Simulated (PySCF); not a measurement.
C2F2H4, in a box:

```xyz
8
Lattice="11.0000 0.0000 0.0000 0.0000 12.0000 0.0000 0.0000 0.0000 12.0000" Properties=species:S:1:pos:R:3 pbc="T T T"
C     5.5287    6.8250    6.1723
C     5.4733    5.3292    6.1408
F     6.4509    4.8040    6.9281
F     5.6935    4.8753    4.8772
H     6.5068    7.1593    5.8237
H     5.3682    7.1802    7.1908
H     4.7544    7.2380    5.5250
H     4.5193    4.9110    6.4786
```

Base run:

| Property | Result |
| --- | --- |
| Program | PySCF 2.14.0 |
| Functional | r2SCANh |
| Potentials or basis | pob-tzvp-rev2 (all-electron) |
| k mesh | 1 × 1 × 1 |
| Occupations | fixed |
| Spin | no spin polarisation |

Its results: gap between the frontier levels 12.14 eV.

**Question.** The run is repeated on the same cell with these changes: functional from r2SCANh to SCAN0. What comes out?

**Answer.** Gap between the frontier levels 13.68 eV.

Caveats: this is a molecule in a periodic box at the Γ point, so its band gap is the HOMO-LUMO gap; the basis of atomic orbitals isn't converged, which shifts pressures, moduli and gaps; this basis is made for solids and lacks diffuse functions, so gaps of a molecule come out too wide by an eV or more.

A k mesh can miss the band edges.

Not every run made on this cell is shown here.
